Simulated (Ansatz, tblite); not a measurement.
# Ge(eta1-allyl)4 (C12H20Ge): a ladder of methods and basis sets

Aim: run the singlet of Ge(eta1-allyl)4 (C12H20Ge) at one geometry on many levels, and compare frontier levels, spin and run time.

The runs use Ansatz 0.2.0, Gaussian basis; as each input shows.

The runs, in order: GFN1-xTB, GFN2-xTB, PBE-D4/def2-TZVP, r2SCAN-D4/def2-TZVP, PBE-D4/def2-SVP, PBE0-D4/def2-SVP, HF/STO-3G, MP2/def2-SVP, RPA/def2-SVP.

4 further runs of the same task are left out: 2 that didn't finish, 2 set aside as unsound or not needed. Runs told in other sessions of the task aren't counted.

**1. The structure**

The geometry is that of the singlet, from an earlier relaxation (r2SCAN-D4/def2-SVP).

33 atoms, charge 0, spin multiplicity 1.

Bond lengths: Ge1–C2 1.980 Å, Ge1–C10 1.979 Å, Ge1–C18 1.980 Å, Ge1–C26 1.978 Å, C2–C3 1.490 Å, C2–H5 1.105 Å, C2–H6 1.103 Å, C3–C4 1.341 Å, C3–H7 1.100 Å, C4–H8 1.097 Å, C4–H9 1.094 Å, C10–C11 1.490 Å, C10–H13 1.104 Å, C10–H14 1.104 Å, C11–C12 1.342 Å, C11–H15 1.098 Å, C12–H16 1.097 Å, C12–H17 1.094 Å and more. Angles: C2–Ge1–C10 111.4°, C2–Ge1–C18 108.6°, C2–Ge1–C26 109.9°, C10–Ge1–C18 108.4°, C10–Ge1–C26 109.5°, C18–Ge1–C26 108.9°, Ge1–C2–C3 113.3°, Ge1–C2–H5 105.6°, Ge1–C2–H6 107.7°, C3–C2–H5 111.0°, C3–C2–H6 111.2°, H5–C2–H6 107.7°, C2–C3–C4 125.8°, C2–C3–H7 116.0°, C4–C3–H7 118.1°, C3–C4–H8 121.4°, C3–C4–H9 121.4°, H8–C4–H9 117.2° and more.

PBE0-D4/def2-TZVP was run before; its log isn't repeated, and its numbers join the tables.

**2. GFN1-xTB**

Tight binding, by tblite at 300 K electronic temperature and without a spin-polarisation term:

```python
tblite.interface.Calculator('GFN1-xTB', numbers, positions, charge=0, uhf=0).singlepoint()
```

Energy -1025.1279 eV, HOMO -11.20 eV, LUMO -6.92 eV; 0.027 s.

**3. GFN2-xTB**

Tight binding, by tblite at 300 K electronic temperature and without a spin-polarisation term:

```python
tblite.interface.Calculator('GFN2-xTB', numbers, positions, charge=0, uhf=0).singlepoint()
```

Energy -1024.7003 eV, HOMO -10.19 eV, LUMO -5.87 eV; 0.016 s.

**4. PBE-D4/def2-TZVP**

start.molden holds the orbitals of an earlier run on this state, given as this run's starting guess.

File in.yaml:

```yaml
crystal:
  periodic: [false, false, false]
  atoms:
    - {symbol: Ge, position_ang: [-0.164700, 0.181049, -0.169296]}
    - {symbol: C, position_ang: [-0.133873, 0.226930, 1.809817]}
    - {symbol: C, position_ang: [0.483971, -0.984603, 2.417964]}
    - {symbol: C, position_ang: [1.662246, -1.028129, 3.057226]}
    - {symbol: H, position_ang: [-1.189473, 0.331160, 2.120653]}
    - {symbol: H, position_ang: [0.398703, 1.143466, 2.115337]}
    - {symbol: H, position_ang: [-0.079679, -1.922555, 2.304697]}
    - {symbol: H, position_ang: [2.265382, -0.124255, 3.205164]}
    - {symbol: H, position_ang: [2.061690, -1.966272, 3.452721]}
    - {symbol: C, position_ang: [1.664920, 0.246440, -0.921729]}
    - {symbol: C, position_ang: [2.417995, -1.020696, -0.704932]}
    - {symbol: C, position_ang: [2.620465, -1.974314, -1.626498]}
    - {symbol: H, position_ang: [2.166398, 1.109538, -0.451121]}
    - {symbol: H, position_ang: [1.553068, 0.470187, -1.997116]}
    - {symbol: H, position_ang: [2.794470, -1.186261, 0.313359]}
    - {symbol: H, position_ang: [2.255905, -1.864587, -2.654831]}
    - {symbol: H, position_ang: [3.160548, -2.894113, -1.384621]}
    - {symbol: C, position_ang: [-1.166119, 1.758984, -0.822516]}
    - {symbol: C, position_ang: [-0.616604, 3.020958, -0.253629]}
    - {symbol: C, position_ang: [0.198155, 3.878429, -0.886904]}
    - {symbol: H, position_ang: [-2.222283, 1.605097, -0.540521]}
    - {symbol: H, position_ang: [-1.102400, 1.750783, -1.924392]}
    - {symbol: H, position_ang: [-0.883746, 3.233259, 0.792004]}
    - {symbol: H, position_ang: [0.495888, 3.718412, -1.930003]}
    - {symbol: H, position_ang: [0.588072, 4.769725, -0.387315]}
    - {symbol: C, position_ang: [-1.078123, -1.459443, -0.791838]}
    - {symbol: C, position_ang: [-2.400798, -1.623302, -0.128677]}
    - {symbol: C, position_ang: [-3.594122, -1.324354, -0.664694]}
    - {symbol: H, position_ang: [-0.399609, -2.303051, -0.578996]}
    - {symbol: H, position_ang: [-1.178449, -1.377688, -1.887819]}
    - {symbol: H, position_ang: [-2.375329, -1.989828, 0.908556]}
    - {symbol: H, position_ang: [-3.682007, -0.955181, -1.693475]}
    - {symbol: H, position_ang: [-4.520532, -1.445786, -0.096565]}
basis:
  gaussian: {orbitals: def2-TZVP, initial_orbitals: start.molden}
hamiltonian: {xc: pbe, dispersion: d4}
scf: {omitted_lower_state_checks: [starts]}
output: {orbitals: {seedname: orbitals}}
```

Run with:

```
$ ansatz run in.yaml --threads 4 --pin off --events-out ev --progress --plain --max-ram 6963MiB
```

The runs that follow: r2SCAN-D4/def2-TZVP; PBE-D4/def2-SVP; PBE0-D4/def2-SVP; HF/STO-3G; MP2/def2-SVP; RPA/def2-SVP.

Q: Predict the results of all the runs planned. Wanted: gap in def2-TZVP, named functionals, smallest and largest; correlation energy, MP2/def2-SVP; binding an atom, functionals in def2-TZVP; PBE0 total energy, smallest basis above largest.

As calculated:

```
                                                 quantity                                 value
gap in def2-TZVP, named functionals, smallest and largest   4.48 eV (PBE-D4), 6.49 eV (PBE0-D4)
                         correlation energy, MP2/def2-SVP                             -51.03 eV
                binding an atom, functionals in def2-TZVP  4.31 (r2SCAN-D4) to 4.40 eV (PBE-D4)
          PBE0 total energy, smallest basis above largest        20.65 eV (def2-SVP, def2-TZVP)
```

What this shows: Over the named functionals in def2-TZVP the gap runs from 4.48 eV (PBE-D4) to 6.49 eV (PBE0-D4); exact exchange widens it.
